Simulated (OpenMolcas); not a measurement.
# Cr⁴⁺ with 6 ligands (sulfide): CASSCF and CASPT2 levels and susceptibility

Which state of Cr⁴⁺ lies lowest among these ligands, how large is the field, and what χT follows?

Program: OpenMolcas 26.06. Level of theory: state-averaged CASSCF and CASPT2, spin-orbit coupling by RASSI with atomic mean-field integrals. These are calculated values, not measurements, unless marked.

### 1 The atom as given

| Item | Value |
| --- | --- |
| Species | Cr⁴⁺ (chromium, Z = 24, 20 electrons) |
| Basis | ANO-RCC-VDZP [5s4p2d1f], 142 functions with the ligands |
| Scalar Hamiltonian | DKH2, point nucleus |
| Inactive shells | 1s 2s 2p 3s 3p of the metal, and all ligand shells |
| Active space | 2 electrons in 5 orbitals (3d) |
| Some configurations of this space | 3d2 |
| Orbitals | optimised for each spin and parity, averaged over all roots |

The outer shells:

3d2
```
3d [↑ ][↑ ][  ][  ][  ]
```

Cr⁴⁺ is taken with 6 ligands (sulfide) in trigonal antiprism coordination (D3d) at 2.33 Å, a polar angle of 63.8° against the regular 54.74°. A charge of +1.33 e stands 2.8 Å behind each ligand. Ligand basis ANO-RCC-VDZP. The distances are assumed, not relaxed.

```xyz
7

Cr    0.0000    0.0000    0.0000
S     0.0000    2.0910    1.0279
S    -1.8109   -1.0455    1.0279
S     1.8109   -1.0455    1.0279
S     0.0000   -2.0910   -1.0279
S     1.8109    1.0455   -1.0279
S    -1.8109    1.0455   -1.0279
```

The work runs as a chain of OpenMolcas steps in one folder; each step below is one input file. Labels, J, g values, rates, χT and fits are worked out afterwards by a script from the matrices that RASSI stores. The input lists half of the charges; inversion (Group=XYZ) makes the rest.

### 2 GATEWAY and SEWARD: basis and integrals

Input file a.inp:

```
&GATEWAY
Coord
7

Cr 0.0 0.0 0.0
S 0.000000 2.091002 1.027916
S -1.810861 -1.045501 1.027916
S 1.810861 -1.045501 1.027916
S 0.000000 -2.091002 -1.027916
S 1.810861 1.045501 -1.027916
S -1.810861 1.045501 -1.027916
Basis=Cr.ANO-RCC-VDZP,S.ANO-RCC-VDZP
Group=XYZ
NoMove
AngMom=0.0 0.0 0.0
AMFI
RICD
XField
3 Angstrom 0
0.000000 4.603794 2.263180 1.333333
3.987003 -2.301897 2.263180 1.333333
3.987003 2.301897 -2.263180 1.333333
&SEWARD
```

Launch:

```sh
$ OMP_NUM_THREADS=1 MOLCAS_MEM=2457 MOLCAS_PROJECT=a pymolcas a.inp > a.log
```

### 3 CASSCF: triplets of even parity, 10 roots

Input file a.inp:

```
&RASSCF
FileOrb=start.orb
Symmetry=1
Spin=3
nActEl=2 0 0
Inactive=30 33
Ras2=5 0
CIRoot=10 10 1
SDav=10
CIMx=300
Iter=150 100
PrWF=0.3
OrbListing=Nothing
MaxOrb=0
LevShft=1.0
>>> COPY $Project.JobIph JOB001
```

start.orb holds start orbitals that the driver prepared beforehand, or those of the step before.

### 4 CASSCF: singlets of even parity, 15 roots

Input file a.inp:

```
&RASSCF
FileOrb=start.orb
Symmetry=1
Spin=1
nActEl=2 0 0
Inactive=30 33
Ras2=5 0
CIRoot=15 15 1
SDav=15
CIMx=300
Iter=150 100
PrWF=0.3
OrbListing=Nothing
MaxOrb=0
LevShft=1.0
>>> COPY $Project.JobIph JOB002
```

### 5 RASSI: spin-orbit coupling between the states

Input file a.inp:

```
&RASSI
NrOfJobIphs=2 10 15
1 2 3 4 5 6 7 8 9 10
1 2 3 4 5 6 7 8 9 10 11 12 13 14 15
IphNames
JOB001
JOB002
EJob
SpinOrbit
DIPRint=1.0
SOCoupling=1000.0
Subsets=2
Property=9
'ANGMOM' 1 'ANGMOM' 2 'ANGMOM' 3 'MLTPL  1' 1 'MLTPL  1' 2 'MLTPL  1' 3
'AMFI' 1 'AMFI' 2 'AMFI' 3
SOProperty=3
'ANGMOM' 1 'ANGMOM' 2 'ANGMOM' 3
```

### 6 CASPT2: IPEA 0.25, imaginary shift 0.1 (closed shells correlated: 3s 3p of the metal, with ligand shells; the Frozen line counts the rest)

Input file a.inp:

```
>>> COPY JOB001 $Project.JobIph
&CASPT2
Multistate=10 1 2 3 4 5 6 7 8 9 10
NoMult
Frozen=17 18
IPEA=0.25
Imaginary=0.1
MaxIter=60
WThr=0.0 0.3 0.05
PrWF=0.5
NoMix
>>> COPY JOB002 $Project.JobIph
&CASPT2
Multistate=15 1 2 3 4 5 6 7 8 9 10 11 12 13 14 15
NoMult
Frozen=17 18
IPEA=0.25
Imaginary=0.1
MaxIter=60
WThr=0.0 0.3 0.05
PrWF=0.5
NoMix
```

(Steps that only read results are left out.)

**Question.** What will these runs give? Wanted: spin-free ground state; first state of the same spin within the active space; lowest level; next level.

**Answer**, as computed:

| quantity | value |
| --- | --- |
| method | SS-CASPT2, IPEA 0.25, imaginary shift 0.1 (closed shells correlated: 3s 3p of the metal, with ligand shells; the Frozen line counts the rest) |
| spin-free ground state | 3A2, 1-fold in its orbital part |
| first state of the same spin within the active space | 3E at 1690 cm⁻¹ |
| lowest level | 1-fold A1 |
| next level | 14.8 cm⁻¹ |
| χT at 300 K | 0.90 cm³ K/mol |
| effective moment at 300 K | 2.68 μB |

Cost by method:

| method | time of its own steps | time with the reference |
| --- | --- | --- |
| A. CASSCF | 27 s | 27 s |
| B. SS-CASPT2, IPEA 0.25, imaginary shift 0.1, +3s 3p | 70 s | 97 s |

Times are of one thread on a shared host.

The spin-free ground state (3A2) is 1-fold and keeps the highest spin of the shell. χT at 300 K is 0.90, against 1.00 cm³ K/mol for the spin alone, so spin-orbit coupling lowers it. CASPT2 does not keep the components of a term degenerate, and the means are used. The bonds are covalent and no ligand orbital is active, so the numbers are rough. Bare point charges leave oxide and sulfide ligands too diffuse, so the field comes out too small.
